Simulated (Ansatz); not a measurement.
YbGe2Ru2: single point with PBEsol

The system is YbGe2Ru2.

```
CELL_PARAMETERS angstrom
-2.10150 2.10150 4.88150
2.10150 -2.10150 4.88150
2.10150 2.10150 -4.88150
ATOMIC_POSITIONS crystal
Yb 0.00000 0.00000 0.00000
Ru 0.25000 0.75000 0.50000
Ru 0.75000 0.25000 0.50000
Ge 0.62500 0.62500 0.00000
Ge 0.37500 0.37500 0.00000
```

```yaml
Program: Ansatz 0.2.0
Task: single point
Functional: PBEsol
Potentials_or_basis: Ansatz PAW
Cutoff: "420 eV (not typed: the program's choice for these potentials)"
k_mesh: 8 × 8 × 8
Occupations: fermi-dirac, width 0.05 eV
Spin: collinear spin, ferromagnetic start
Starting_moments: "[1.0, 1.0, 1.0, 0.0, 0.0] μB"
Fixed_moment: 3 μB
```

| Item | Value |
| --- | --- |
| Pressure | 1.7 GPa |
| Largest force | 0.150 eV/Å |
| Net moment | 3.00 μB per cell |
| Absolute moment | 3.00 μB per cell |
| Site moments | Yb +0.62; Ru +0.76; Ge +0.05 μB |

Forces in eV/Å, atoms in the order of the input:
```
Yb   0.000  0.000  0.000
Ru   0.000  0.000  0.000
Ru   0.000  0.000  0.000
Ge   0.000  0.000 -0.150
Ge   0.000  0.000  0.150
```

Stress tensor (GPa, compression positive):
```
-1.51  0.00  0.00
 0.00 -1.51  0.00
 0.00  0.00  8.11
```

Run time: 38 s on 2 threads of Arm Neoverse V1 (shared host), peak memory 0.68 GiB.

Caveat: the cell's inner coordinates are idealised or old, which leaves forces on the atoms; the total moment is fixed, so each spin has its own Fermi level; the PAW data sets come from PBE, with cores solved anew for the run's functional, which leaves a small shift of forces and pressure; the thresholds are loose for stress. The state reached can hang on the start; a lower one may exist.
